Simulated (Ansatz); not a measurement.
# Zn3SeS2: from a guess to a relaxed structure

The task: take a trial cell of Zn3SeS2 to zero force and stress.

Program: Ansatz 0.2.0. Level of theory: DFT PBE, scalar-relativistic, plane waves, PAW. These are calculated values, not measurements.

### Step 1. The starting structure

It takes space group I-4m2 (No. 119, tetragonal). Conventional cell: a = 3.918 Å, b = 3.918 Å, c = 16.614 Å, α = 90.00°, β = 90.00°, γ = 90.00°. Around Zn (site symmetry 2mm) lie 2 S at 2.37 Å and 2 Se at 2.46 Å. Zn (site symmetry -4m2) has 4 S at 2.37 Å in its first shell of neighbours. Around Se (site symmetry -4m2) lie 4 Zn at 2.46 Å. Around S (site symmetry 2mm) lie 4 Zn at 2.37 Å.

Coordinates:

```xyz
6
Lattice="-1.9588 1.9588 8.3071 1.9588 -1.9588 8.3071 1.9588 1.9588 -8.3071" Properties=species:S:1:pos:R:3 pbc="T T T"
Zn    0.0000    0.0000   10.9772
Zn    0.0000    0.0000    0.0000
Zn    0.0000    0.0000    5.6370
Se    0.0000    1.9588    4.1535
S     1.9588    0.0000    1.3349
S     1.9588    0.0000    6.9722
```

The start is the relaxed end of an invented cell (made as: elements ordered on the sites of the ZnS type, S/Se on S (I-4m2, No. 119)), taken up again for a closer look.

### Step 2. The guess as it stands, on a coarse mesh

Input file input.yaml:

```yaml
crystal:
  lattice:
    - [-1.9587867, 1.9587867, 8.3070959]
    - [1.9587867, -1.9587867, 8.3070959]
    - [1.9587867, 1.9587867, -8.3070959]
  atoms:
    - { symbol: Zn, position: [0.660712, 0.660712, 0.0] }
    - { symbol: Zn, position: [0.0, 0.0, 0.0] }
    - { symbol: Zn, position: [0.339288, 0.339288, 0.0] }
    - { symbol: Se, position: [0.75, 0.25, 0.5] }
    - { symbol: S, position: [0.080347, 0.580347, 0.5] }
    - { symbol: S, position: [0.419653, 0.919653, 0.5] }
basis:
  ecutwfc: 420
kpoints:
  mp_grid: { grid: [6, 6, 6] }
hamiltonian:
  xc: pbe
scf:
  occupations: { method: gaussian, width: 0.1 }
  lower_state_search: "off"
output:
  forces: true
  stress: true
  eigenvalues: true
```

Launch:

```sh
$ ansatz run input.yaml --threads 4 --pin off --max-ram 8192MiB --backend cpu --events-out ev --progress --plain --runs-dir out
```

The log of the run:

```text
[... 37 lines left out ...]
SCF 1 converged in 7 iterations: F = -17234.951385 eV  dr2 = 7.56e-8
SCF converged after 7 iterations
Free energy (F): -17234.951385 eV
Harris-Foulkes:  -17234.951385 eV  (|F-HF|=1.25e-7)
Internal energy: -17234.951385 eV  (E = F + TS)
E sigma→0 (E₀):  -17234.951385 eV
Fermi energy:    6.704530 eV
--- Per-component energies (eV) ---
  E_band       = -388.978556
  E_kinetic    = 724.872593
  E_local      = -8868.203910  (includes V_loc(G=0)·N_el)
  E_nonlocal   = 1304.469231
  E_hartree    = 3931.087611
  E_xc         = -709.220609
  E_vxc        = -427.945762  (∫ρ·V_xc dr)
  E_paw        = -8597.245630  (= ΣΔE_a)
  E_vpaw       = -984.351792  (= ΣTr[D̂ρ^β])
  E_aug_tail   = -0.001586  (compensation charges beyond the density's cutoff)
  E_ewald      = -5020.709086
  E_smearing   = -0.000000  (= −TS)
  E_closure    = 0.000000  (closes the sum)
  Σ components = -17234.951385   (vs F -17234.951385, Δ=0.00e0)
--- Forces (eV/Å), atoms counted from 1 ---
  atom   1  Zn     0.00000000     0.00000000     0.00045815
  atom   2  Zn     0.00000000     0.00000000    -0.00000000
  atom   3  Zn     0.00000000     0.00000000    -0.00045815
  atom   4  Se    -0.00000000     0.00000000     0.00000000
  atom   5  S     -0.00000000     0.00000000    -0.00077975
  atom   6  S     -0.00000000     0.00000000     0.00077975
  max |Σ_I F_I| component: 2.54e-17 eV/Å
--- Stress (GPa, compression-positive) ---
        0.017186      -0.000000       0.000000
       -0.000000       0.017186      -0.000000
        0.000000      -0.000000      -0.017663
  P = ⅓ Tr σ = 0.0056 GPa (0.056 kbar)
--- Band table (eV; the first three rows and the last of 30) ---
  k-point 0: bands = ["-40.6821", "-40.6816", "-40.6816", "-40.6669", "-40.6627", "-7.1863", "-6.3916", "-6.3796", "-0.5273", "-0.5242", "-0.5039", "-0.5039", "-0.4412", "-0.3084", "-0.3084", "-0.2590", "-0.2590", "-0.0881", "-0.0718", "-0.0638", "-0.0485", "-0.0202", "-0.0161", "2.2671", "2.3397", "3.9101", "3.9101", "4.3327", "4.3327", "5.8055", "5.8891", "5.8891", "7.5157", "9.5711", "9.6025", "10.0387", "10.1624", "12.0269"]
  k-point 1: bands = ["-40.6821", "-40.6817", "-40.6817", "-40.6667", "-40.6627", "-6.9411", "-6.3020", "-6.2967", "-0.5205", "-0.4570", "-0.4376", "-0.4114", "-0.3689", "-0.3450", "-0.3180", "-0.2186", "-0.2145", "-0.0907", "-0.0566", "-0.0419", "-0.0412", "-0.0019", "0.0165", "1.8096", "1.8847", "3.3239", "3.5721", "4.0690", "4.2609", "4.5879", "5.1701", "5.2268", "9.2855", "10.6162", "10.8728", "10.9190", "11.0137", "11.3284"]
  k-point 2: bands = ["-40.6820", "-40.6817", "-40.6817", "-40.6664", "-40.6628", "-6.3907", "-6.1585", "-6.1125", "-0.5126", "-0.4050", "-0.3892", "-0.3014", "-0.2867", "-0.2732", "-0.2647", "-0.1172", "-0.1132", "-0.0820", "-0.0490", "-0.0481", "-0.0228", "0.1776", "0.2001", "1.3138", "1.3335", "2.2829", "2.7312", "2.8507", "4.0978", "4.1664", "4.3815", "4.4196", "9.5979", "9.9361", "10.0116", "10.2301", "12.1817", "12.2189"]
  k-point 29: bands = ["-40.6821", "-40.6816", "-40.6816", "-40.6669", "-40.6627", "-6.9689", "-6.9100", "-6.0690", "-0.5327", "-0.5211", "-0.4740", "-0.4740", "-0.4413", "-0.3985", "-0.3985", "-0.1941", "-0.1941", "-0.0906", "-0.0841", "-0.0658", "-0.0383", "-0.0039", "0.1328", "1.3012", "3.6440", "3.6440", "4.1301", "4.1837", "4.9592", "4.9592", "5.4618", "5.4618", "9.0630", "9.3455", "9.3546", "9.6595", "10.9024", "11.0096"]
```

Wall time 3.3 s (4 threads of Arm Neoverse V2, shared host); peak memory 0.46 GiB.

From the probe: pressure 0.0 GPa, largest force 0.00 eV/Å, gap on this mesh 1.63 eV. The relaxation goes to the converged mesh at once.

### Step 3. Relaxation on the finer mesh

Edit input.yaml of step 2 so:

```diff
@@ -15,3 +15,3 @@
 kpoints:
-  mp_grid: { grid: [6, 6, 6] }
+  mp_grid: { grid: [10, 10, 10] }
 hamiltonian:
@@ -19,4 +19,3 @@
 scf:
-  occupations: { method: gaussian, width: 0.1 }
-  lower_state_search: "off"
+  occupations: { method: gaussian, width: 0.02 }
 output:
@@ -25 +24,6 @@
   eigenvalues: true
+relax:
+  adjacent_minimum: "off"
+  f_tol: 0.01
+  max_steps: 80
+  cell: { stress_tol: 0.05 }
```

Launch:

```sh
$ ansatz run input.yaml --threads 4 --pin off --max-ram 8192MiB --backend cpu --events-out ev --progress --plain --runs-dir out
```

The log of the run:

```text
Warning: RAYON_NUM_THREADS=4 ignored (pool sized by the plan → 4); use --threads N
basis.fft_grid_basis auto: the FFT boxes are laid along the combinations [[1, 0, 1], [0, 1, 1], [0, 0, 1]] of the cell's own vectors, 3.918, 3.918 and 8.757 Å long. The dense box has 27×27×60 points. Along the cell's own vectors, as sized, it would have 60×60×60, 4.94 times as many. Of the 8 symmetry operations that the crystal satisfies within crystal.symmetry.tolerance (time reversal apart; of a slab, those that keep its plane) the dense box along the cell's own vectors carries 8, and the one as laid loses 6 of those. basis.fft_grid_basis: typed keeps the cell's own vectors: state it where this run's energies or levels are differenced outside the engine with another run's, or held beside a run that keeps those vectors.
Engine: ansatz 0.2.0, aarch64-unknown-linux-gnu
Pseudopotentials: kind: paw
Pseudopotential: Zn, paw, valence charge 12, recommended cutoff 420 eV (normal), Zn.paw.azcp
Pseudopotential: Se, paw, valence charge 16, recommended cutoff 420 eV (normal), Se.paw.azcp
Pseudopotential: S, paw, valence charge 6, recommended cutoff 420 eV (normal), S.paw.azcp
Functional definition: PBE
  parameter kappa = 0.804
  parameter beta = 0.06672455060314922
  exchange = pbe_x(kappa = kappa, mu = beta*pi^2/3)
  correlation = pbe_c(beta = beta)
Crystal: 6 atoms, lattice volume = 127.492 Å³
Basis set: ecut = 420 eV, 2527 PW (Γ), FFT grids on a1+a3, a2+a3, a3, exchange–correlation on 54×54×120 points (8 copies of the dense FFT grid, shifted against one another)
Bands: 39, of which v1, the nominal top of the filled ones, is band 32 counted from 1 (31 counted from 0)
Symmetry: 8 space group operations
Space group: I-4m2 (ITA 119), of the structure as read, at distance tolerance 5.0e-5 Å
k-points: 102 of 1000 (time reversal used)
Non-local potential: Zn, projectors of the file, l = 0: 2, l = 1: 2, l = 2: 3, l = 3: 1
Non-local potential: Se, projectors of the file, l = 0: 2, l = 1: 2, l = 2: 3, l = 3: 1
Non-local potential: S, projectors of the file, l = 0: 2, l = 1: 2, l = 2: 2
PAW form: soft (Blöchl's): semilocal exchange-correlation on the pseudo side does not see the compensation charge
PAW one-centre angular grid: Zn, 590 points (default); XC on 64 Gauss nodes
PAW one-centre angular grid: Se, 590 points (default); XC on 64 Gauss nodes
PAW one-centre angular grid: S, 110 points (default); XC on 64 Gauss nodes
Initial density: superposition of atomic densities (neutral atoms: chi_scale 0, normalization atom), corrected by the library's trained network
Initial wavefunctions: pseudopotential atomic-orbital guess
Functional: x = pbe(κ = 0.804, μ = 0.2195149727645171), c = pbe(β = 0.06672455060314922)
SCF iter   1: F=—  HF=-17234.955609 eV  |F-HF|=—  |Δ(HF+E_count)|=         —  Δρ=7.32e-4  dr2=1.14e-3  ethr=1.77e-3  ⟨swp⟩=7.0  Hψ=17877  notcnv=0
preconditioner: auto → Resta (q_TF=auto, 2.432 Å⁻¹)  ε∞=6.1  [insulator: Δε(μ)=1.617 eV  Ē_g=10.704 eV  σ=0.020 eV  W_gap=1.00  n_scr=34 (ndim 8)  ℏωp=24.2 eV  f_vac=0.062  D(μ)=0.00/eV (n_scr^D=0)  ε∞_Penn≈6.1]
SCF iter   2: F=—  HF=-17234.955440 eV  |F-HF|=—  |Δ(HF+E_count)|=   1.69e-4  Δρ=4.73e-4  dr2=4.13e-4  ethr=1.78e-6  ⟨swp⟩=2.0  Hψ=8074  notcnv=0  defer=83
SCF iter   3: F=—  HF=-17234.955543 eV  |F-HF|=—  |Δ(HF+E_count)|=   1.03e-4  Δρ=3.55e-4  dr2=8.21e-5  ethr=6.45e-7  ⟨swp⟩=2.0  Hψ=7099  notcnv=0  defer=83
SCF iter   4: F=—  HF=-17234.955477 eV  |F-HF|=—  |Δ(HF+E_count)|=   6.66e-5  Δρ=9.58e-5  dr2=1.14e-5  ethr=1.28e-7  ⟨swp⟩=2.0  Hψ=7074  notcnv=0  defer=83
SCF iter   5: F=—  HF=-17234.955441 eV  |F-HF|=—  |Δ(HF+E_count)|=   3.61e-5  Δρ=4.32e-5  dr2=3.31e-6  ethr=1.78e-8  ⟨swp⟩=2.0  Hψ=7074  notcnv=0  defer=83
SCF iter   6: F=—  HF=-17234.955442 eV  |F-HF|=—  |Δ(HF+E_count)|=   1.36e-6  Δρ=1.89e-5  dr2=7.82e-7  ethr=5.17e-9  ⟨swp⟩=2.0  Hψ=7074  notcnv=0  defer=83
SCF iter   7: F=-17234.955443 eV  HF=-17234.955443 eV  |F-HF|=1.43e-7  |Δ(HF+E_count)|=   9.51e-7  Δρ=6.51e-6  dr2=9.70e-8  ethr=1.56e-10  ⟨swp⟩=7.5  Hψ=19615  notcnv=0
SCF 1 converged in 7 iterations: F = -17234.955443 eV  dr2 = 9.70e-8
relax step   1: F+E_penalty+E_count = -17234.95544310 eV  Δ(F+E_penalty+E_count) = +0.000e0 eV  max|allowed force component| = 5.957e-4 eV/Å  Δτ_max = 0.0000 Å  P = -0.001 GPa  Ω = 127.492 Å³  (7 SCF iters, dr2 threshold 1.00e-7 eV, accepted)
Initial density: handed on by an earlier stage of this run
Initial wavefunctions: pseudopotential atomic-orbital guess (no wavefunctions were taken with the density)
iter 1 solved again at ethr=6.62e-8 eV; its pass at ethr=3.10e-3 eV (dr2=4.24e-5 eV) is discarded
SCF iter   1: F=—  HF=-17234.955480 eV  |F-HF|=—  |Δ(HF+E_count)|=         —  Δρ=6.60e-6  dr2=9.97e-8  ethr=6.62e-8  ⟨swp⟩=3.0  Hψ=29352  notcnv=0
preconditioner: auto → Resta (q_TF=auto, 2.432 Å⁻¹)  ε∞=6.1  [insulator: Δε(μ)=1.627 eV  Ē_g=10.701 eV  σ=0.020 eV  W_gap=1.00  n_scr=34 (ndim 8)  ℏωp=24.2 eV  f_vac=0.060  D(μ)=0.00/eV (n_scr^D=0)  ε∞_Penn≈6.1]
SCF iter   2: F=—  HF=-17234.955443 eV  |F-HF|=—  |Δ(HF+E_count)|=   3.74e-5  Δρ=4.78e-6  dr2=5.05e-8  ethr=1.56e-10  ⟨swp⟩=2.0  Hψ=7244  notcnv=0
SCF iter   3: F=—  HF=-17234.955443 eV  |F-HF|=—  |Δ(HF+E_count)|=   9.45e-8  Δρ=2.16e-6  dr2=1.03e-8  ethr=7.90e-11  ⟨swp⟩=2.1  Hψ=6619  notcnv=0
SCF iter   4: F=—  HF=-17234.955443 eV  |F-HF|=—  |Δ(HF+E_count)|=   1.51e-8  Δρ=1.20e-6  dr2=1.12e-9  ethr=1.61e-11  ⟨swp⟩=2.0  Hψ=7242  notcnv=0
SCF iter   5: F=—  HF=-17234.955443 eV  |F-HF|=—  |Δ(HF+E_count)|=  3.60e-10  Δρ=4.36e-7  dr2=1.58e-10  ethr=1.75e-12  ⟨swp⟩=2.0  Hψ=6426  notcnv=0
SCF iter   6: F=-17234.955443 eV  HF=-17234.955443 eV  |F-HF|=0.00e0  |Δ(HF+E_count)|=  1.35e-10  Δρ=1.33e-7  dr2=2.88e-11  ethr=1.00e-12  ⟨swp⟩=4.6  Hψ=14362  notcnv=0
SCF 2 converged in 6 iterations: F = -17234.955443 eV  dr2 = 2.88e-11
relax step   2: F+E_penalty+E_count = -17234.95544314 eV  Δ(F+E_penalty+E_count) = -4.172e-8 eV  max|allowed force component| = 5.998e-4 eV/Å  Δτ_max = 0.0000 Å  P = -0.000 GPa  Ω = 127.492 Å³  stress off target by 4.93e-4 GPa  SCF on the basis re-selected at this cell (its energy is not comparable with the rows above)  (6 SCF iters)
basis re-selected at this cell: Δ(F+E_penalty+E_count) = -4.172e-8 eV, ΔP = +0.000 GPa vs the last step (what re-selecting the basis moved, of the pressure what is left beyond the Pulay correction that the steps carried, after the strain that the cell walked since its last selection, with what the two solves' SCF thresholds leave and, on support functions, any second-order correction that the steps lacked; it is no measure of the basis error at this ecutwfc). This SCF's stress stands 4.93e-4 GPa from its target on what of the cell is left free (relax.cell.stress_tol is 5.00e-2 GPa) and its largest allowed force component is 6.00e-4 eV/Å (relax.f_tol is 1.00e-2 eV/Å): within both
SCF converged after 6 iterations
Free energy (F): -17234.955443 eV
Harris-Foulkes:  -17234.955443 eV  (|F-HF|=0.00e0)
Internal energy: -17234.955443 eV  (E = F + TS)
E sigma→0 (E₀):  -17234.955443 eV
Fermi energy:    6.701383 eV
--- Per-component energies (eV) ---
  E_band       = -389.049791
  E_kinetic    = 724.844503
  E_local      = -8868.119242  (includes V_loc(G=0)·N_el)
  E_nonlocal   = 1304.456829
  E_hartree    = 3931.016257
  E_xc         = -709.218175
  E_vxc        = -427.941888  (∫ρ·V_xc dr)
  E_paw        = -8597.224943  (= ΣΔE_a)
  E_vpaw       = -984.320812  (= ΣTr[D̂ρ^β])
  E_aug_tail   = -0.001586  (compensation charges beyond the density's cutoff)
  E_ewald      = -5020.709086
  E_smearing   = -0.000000  (= −TS)
  E_closure    = 0.000000  (closes the sum)
  Σ components = -17234.955443   (vs F -17234.955443, Δ=0.00e0)
--- Forces (eV/Å), atoms counted from 1 ---
  atom   1  Zn     0.00000000     0.00000000    -0.00017505
  atom   2  Zn     0.00000000     0.00000000    -0.00000000
  atom   3  Zn     0.00000000     0.00000000     0.00017505
  atom   4  Se    -0.00000000    -0.00000000     0.00000000
  atom   5  S     -0.00000000    -0.00000000    -0.00059980
  atom   6  S     -0.00000000    -0.00000000     0.00059980
  max |Σ_I F_I| component: 7.76e-17 eV/Å
--- Stress (GPa, compression-positive) ---
       -0.000493      -0.000000       0.000000
       -0.000000      -0.000493       0.000000
        0.000000       0.000000      -0.000211
  P = ⅓ Tr σ = -0.0004 GPa (-0.004 kbar)
--- Band table (eV; the first three rows and the last of 102) ---
  k-point 0: bands = ["-40.6858", "-40.6855", "-40.6855", "-40.6713", "-40.6672", "-7.1875", "-6.3936", "-6.3803", "-0.5273", "-0.5242", "-0.5039", "-0.5039", "-0.4417", "-0.3084", "-0.3084", "-0.2593", "-0.2593", "-0.0882", "-0.0718", "-0.0637", "-0.0486", "-0.0205", "-0.0162", "2.2664", "2.3394", "3.9096", "3.9096", "4.3316", "4.3316", "5.8047", "5.8876", "5.8876", "7.5150", "9.5707", "9.6019", "10.0378", "10.1615", "12.0267", "12.0267"]
  k-point 1: bands = ["-40.6858", "-40.6855", "-40.6855", "-40.6713", "-40.6672", "-7.0959", "-6.3571", "-6.3503", "-0.5115", "-0.4952", "-0.4800", "-0.4794", "-0.4101", "-0.3257", "-0.3051", "-0.2621", "-0.2493", "-0.0790", "-0.0676", "-0.0518", "-0.0340", "-0.0201", "-0.0151", "2.0697", "2.1492", "3.6706", "3.8950", "4.1696", "4.3211", "5.0791", "5.5458", "5.6135", "8.4244", "10.1139", "10.1159", "10.4806", "10.5462", "11.5310", "12.4269"]
  k-point 2: bands = ["-40.6857", "-40.6855", "-40.6855", "-40.6711", "-40.6672", "-6.8437", "-6.2741", "-6.2630", "-0.5238", "-0.4359", "-0.4107", "-0.3872", "-0.3521", "-0.3440", "-0.3242", "-0.1922", "-0.1726", "-0.0959", "-0.0551", "-0.0493", "-0.0432", "0.0217", "0.0381", "1.6750", "1.7423", "3.1437", "3.3795", "3.7267", "4.3247", "4.5620", "4.9566", "5.0114", "9.6464", "10.6148", "10.7205", "10.9406", "11.3934", "11.8577", "12.3775"]
  k-point 101: bands = ["-40.6858", "-40.6855", "-40.6855", "-40.6713", "-40.6672", "-6.9696", "-6.9119", "-6.0704", "-0.5326", "-0.5211", "-0.4740", "-0.4740", "-0.4417", "-0.3988", "-0.3988", "-0.1942", "-0.1942", "-0.0908", "-0.0840", "-0.0658", "-0.0386", "-0.0041", "0.1326", "1.3009", "3.6432", "3.6432", "4.1297", "4.1828", "4.9586", "4.9586", "5.4600", "5.4600", "9.0626", "9.3445", "9.3539", "9.6588", "10.9018", "11.0087", "13.0405"]
--- Relaxed structure (1 steps of the walk, 1 accepted, 1 SCFs on fresh bases) ---
  F+E_penalty+E_count = -17234.95544314 eV   max|allowed force component| = 5.998e-4 eV/Å   (the final SCF, on the basis selected at the relaxed cell)
  cell:  # Å, volume = 127.4922 Å³
    - [-1.9587867, 1.9587867, 8.3070959]
    - [1.9587867, -1.9587867, 8.3070959]
    - [1.9587867, 1.9587867, -8.3070959]
  atoms:
    - { symbol: Zn, position: [0.660712, 0.660712, 0.0] }
    - { symbol: Zn, position: [0.0, 0.0, 0.0] }
    - { symbol: Zn, position: [0.339288, 0.339288, 0.0] }
    - { symbol: Se, position: [0.75, 0.25, 0.49999999999999994] }
    - { symbol: S, position: [0.08034700000000002, 0.580347, 0.5] }
    - { symbol: S, position: [0.419653, 0.919653, 0.4999999999999999] }
```

It took 26 s on 4 threads of Arm Neoverse V2, shared host; peak memory 0.69 GiB.

Relaxation path:

| step | E - E(step 1) (eV/cell) | largest force component (eV/Å) | pressure (GPa) | volume (Å³) |
| --- | --- | --- | --- | --- |
| 1 | 0.0000 | 0.0006 | 0.00 | 127.49 |
| 2 | 0.0000 | 0.0006 | 0.00 | 127.49 |

Step 1 is the start. Step 2 repeats the geometry before it on a plane-wave basis chosen anew for that cell, so its energy need not be comparable with the rows above.

Lengths and angles in the start's conventional setting:

|  | before | after | change |
| --- | --- | --- | --- |
| a (Å) | 3.918 | 3.918 | 0.0 % |
| b (Å) | 3.918 | 3.918 | 0.0 % |
| c (Å) | 16.614 | 16.614 | 0.0 % |
| volume (Å³/atom) | 21.25 | 21.25 | 0.0 % |
| shortest distance (Å) | 2.370 | 2.370 | 0.0 % |
| space group (0.01 Å) | I-4m2 | I-4m2 | same |

The run keeps the 8 symmetry operations of the start, so it could not have lowered the symmetry.

### Step 4. Summary of results

```
                              quantity                                                                       value
symmetry at the end (tolerance 0.02 Å)                                                 space group I-4m2 (No. 119)
                     conventional cell  a = 3.918 Å, b = 3.918 Å, c = 16.614 Å, α = 90.00°, β = 90.00°, γ = 90.00°
                                volume                                                               21.25 Å³/atom
              energy over the elements                                                               -0.78 eV/atom
                       gap on the mesh                                                                     1.63 eV
```

In words: The space group I-4m2 (No. 119) is kept, at nearly the size of the first guess. It lies below the elements, which doesn't yet make it stable: competing phases were not computed in this session. No finished test with a distortion of lower symmetry is shown, so the end may be a saddle point.
